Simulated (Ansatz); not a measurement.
C₃H₇BO, SMILES BC=C(C)O, a ladder of methods at one geometry

Program: the Ansatz DFT code, driven from Python.

Contents of `c3h7bo.xyz`:
```text
12

B    -1.77230   -0.16060    0.81530
C    -0.99990    0.39990   -0.43100
C     0.29380    0.25080   -0.60100
C     1.26120   -0.44430    0.42450
O     0.91910    0.75880   -1.75730
H    -2.98630    0.08800    0.84330
H    -1.27650   -0.68930    1.69970
H    -1.51650    0.93700   -1.20670
H     1.13630    0.08910    1.44620
H     2.24970   -0.46790    0.12450
H     0.83780   -1.50490    0.57220
H     1.93070    0.68820   -1.89570
```

Run as a notebook:

In [1]:
```python
from pathlib import Path

import ansatz as az
import numpy as np
```

In [2]:
```python
BASIS_SET = "cc-pVDZ"
```

In [3]:
```python
mol = az.Crystal.molecule_from_extxyz("c3h7bo.xyz")

job = mol.calculation().basis(gaussian=BASIS_SET)
```

In [4]:
```python
print("functional    E (Ha)        dipole (D)   HOMO (eV)  LUMO (eV)")
for name in ["lc_wpbe", "r2scan", "cam_b3lyp", "lda"]:
    summary = job.functional(name).forces().orbitals().run(threads=1, backend="cpu", runs_dir="runs").report
    lines = Path(summary["orbitals_path"]).read_text().splitlines()
    field_of = lambda key: [line.split("=")[1].strip() for line in lines if line.startswith(key)]
    orbitals = [(27.211386 * float(e), s, float(n)) for e, s, n in zip(field_of("Ene="), field_of("Spin="), field_of("Occup="))]
    homo = max(e for e, _, n in orbitals if n > 0.5)
    lumo = min(e for e, _, n in orbitals if n < 0.5)
    dipole = 4.803205 * np.linalg.norm(summary["charge_distribution"]["dipole_moment_e_ang"])
    print(f"{name:10s} {summary['free_energy_ev'] / 27.211386246:14.6f} {dipole:9.3f} {homo:11.3f} {lumo:10.3f}")
```
```text
functional    E (Ha)        dipole (D)   HOMO (eV)  LUMO (eV)
lc_wpbe       -218.405643     3.340      -9.576      0.825
r2scan        -218.428129     3.598      -6.097     -2.041
cam_b3lyp     -218.435624     3.413      -8.226     -0.265
lda           -216.597003     3.765      -6.036     -2.490
```

These settings explore the input space; basis and method may be short of convergence. The geometry is a force-field or estimated start, not a minimum of this method, and the basis set is short of its limit. A lower total doesn't mark the better method: functionals have no common bound, and MP2 and coupled cluster aren't variational. Levels such as HOMO and LUMO are orbital energies: with these approximate functionals they aren't the ionisation energy and electron affinity, and their gap isn't the fundamental gap. Finished in 19 s on 1 thread of Arm Neoverse V1, on a shared host, peak memory 0.3 GiB.
